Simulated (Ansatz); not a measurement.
Working through a ladder of methods at one geometry of CH₄O₂STe, SMILES OC(O)(S)[TeH]

Computed with Ansatz 0.2.0 through its Python package.

The cells in order, each with its output:

**Cell 1**
```python
from pathlib import Path

import ansatz as az
import numpy as np

molecule = (
    az.Crystal.molecule()
    .atom("O", [-0.3543, 0.2863, -1.1707])
    .atom("C", [0.25, -0.0595, -0.0054])
    .atom("O", [1.492, 0.5322, 0.0245])
    .atom("S", [0.4935, -1.8641, 0.0572])
    .atom("Te", [-0.8503, 0.6107, 1.6967])
    .atom("H", [-1.3316, 0.0056, -1.1188])
    .atom("H", [2.0285, 0.2462, -0.7799])
    .atom("H", [-0.9321, -2.0816, 0.0646])
    .atom("H", [-0.7071, 2.2779, 1.2147])
)
```

**Cell 2**
```python
model = molecule.calculation().basis(gaussian="def2-SVP")
```

**Cell 3**
```python
print("functional    E (Ha)        dipole (D)   HOMO (eV)  LUMO (eV)")
for name in ["lc_wpbe", "hse06", "blyp", "revpbe", "cam_b3lyp", "b3lyp"]:
    r = model.functional(name).forces().orbitals().run(runs_dir="runs").report
    lines = Path(r["orbitals_path"]).read_text().splitlines()
    field_of = lambda key: [line.split("=")[1].strip() for line in lines if line.startswith(key)]
    orbitals = [(27.211386 * float(e), s, float(n)) for e, s, n in zip(field_of("Ene="), field_of("Spin="), field_of("Occup="))]
    homo = max(e for e, _, n in orbitals if n > 0.5)
    lumo = min(e for e, _, n in orbitals if n < 0.5)
    dipole = 4.803205 * np.linalg.norm(r["charge_distribution"]["dipole_moment_e_ang"])
    print(f"{name:10s} {r['free_energy_ev'] / 27.211386246:14.6f} {dipole:9.3f} {homo:11.3f} {lumo:10.3f}")
```
Output:
```text
functional    E (Ha)        dipole (D)   HOMO (eV)  LUMO (eV)
lc_wpbe       -856.659288     1.886      -8.926      1.127
hse06         -856.504880     1.844      -5.935     -1.460
blyp          -856.747726     1.718      -4.963     -1.726
revpbe        -856.767626     1.761      -5.138     -1.807
cam_b3lyp     -856.782588     1.821      -7.534      0.040
b3lyp         -856.953111     1.784      -6.048     -1.252
```

Reading the output:
- Total energies depend on the basis set; only differences at equal settings carry meaning.
- The geometry is a force-field or estimated start, not a minimum of this method, and the basis set is short of its limit. A lower total doesn't mark the better method: functionals have no common bound, and MP2 and coupled cluster aren't variational.
- def2 sets replace the cores of elements past krypton by effective core potentials.
- b3lyp holds the VWN-RPA fit, as in Gaussian; the form of ORCA and Turbomole is b3lyp5.
- Levels such as HOMO and LUMO are orbital energies: with these approximate functionals they aren't the ionisation energy and electron affinity, and their gap isn't the fundamental gap.
- hse06 follows the composition of plane-wave codes, whose totals differ by tens of mHa, up to about 0.1 Ha, from the form usual in Gaussian-basis programs (wpbeh).
- It ran for 34 s on 1 thread of Arm Neoverse V1 (shared host), peak memory 0.35 GiB.

(Lines on the test bed's own set-up are left out of the output.)
